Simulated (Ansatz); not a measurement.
# CH4GeO, SMILES O=[CH][GeH3]: a polarisability from point charges

Run with the Python package of Ansatz (0.2.0).

The script reads `ch4geo.xyz`:
```text
7

O    -0.08850   -1.80480    1.05550
C    -0.46080   -1.06690    0.09390
Ge    0.24360    0.70180   -0.10600
H    -1.08170   -1.43080   -0.64700
H    -0.29000    1.35440   -1.39120
H    -0.10820    1.56780    1.14320
H     1.84680    0.61040   -0.19400
```

`run_field.py`
```python
"""Dipole of CH4GeO in the field of point charges."""

import ansatz
import numpy as np

molecule = ansatz.Crystal.molecule_from_extxyz("ch4geo.xyz")

setup = (
    molecule.calculation()
    .basis(gaussian="def2-SVPD")
    .functional("HF")
    .forces()
)
# charges +q and -q at -R and +R make a nearly even field 2 k q / R^2 at the centre
centre = np.mean([site.position_ang for site in molecule.cartesian_sites], axis=0)
field = 2 * 14.399645 * 3.0 / 25.0 ** 2


def dipole(axis, sign):
    arm = 25.0 * np.eye(3)[axis]
    pair = [{"charge": sign * 3.0, "position_ang": (centre - arm).tolist()}, {"charge": -sign * 3.0, "position_ang": (centre + arm).tolist()}]
    deck = setup.input().set(ansatz.key.basis.gaussian.point_charges, pair)
    return np.array(ansatz.Session.from_dict(deck).plan().execute().report["charge_distribution"]["dipole_moment_e_ang"])


print(f"field {field:.4f} V/A")
alpha = np.array([(dipole(axis, 1) - dipole(axis, -1)) / (2 * field) * 14.399645 for axis in range(3)])
print("polarisability tensor (A^3)")
print(np.array2string(alpha, precision=3, suppress_small=True))
print(f"mean {np.trace(alpha) / 3:.3f} A^3 = {np.trace(alpha) / 3 / 0.14818471:.2f} bohr^3")
```

Output of `python run_field.py`:
```text
field 0.1382 V/A
polarisability tensor (A^3)
[[ 6.152  0.161  0.213]
 [ 0.157  7.275 -0.686]
 [ 0.215 -0.68   6.543]]
mean 6.657 A^3 = 44.92 bohr^3
```

The geometry is a force-field or estimated start, not a minimum of this method, and the basis set is short of its limit. The field of two point charges is only nearly even. Wall time of the script: 21 s on 1 thread of Arm Neoverse V1, on a shared host, peak memory 0.29 GiB.
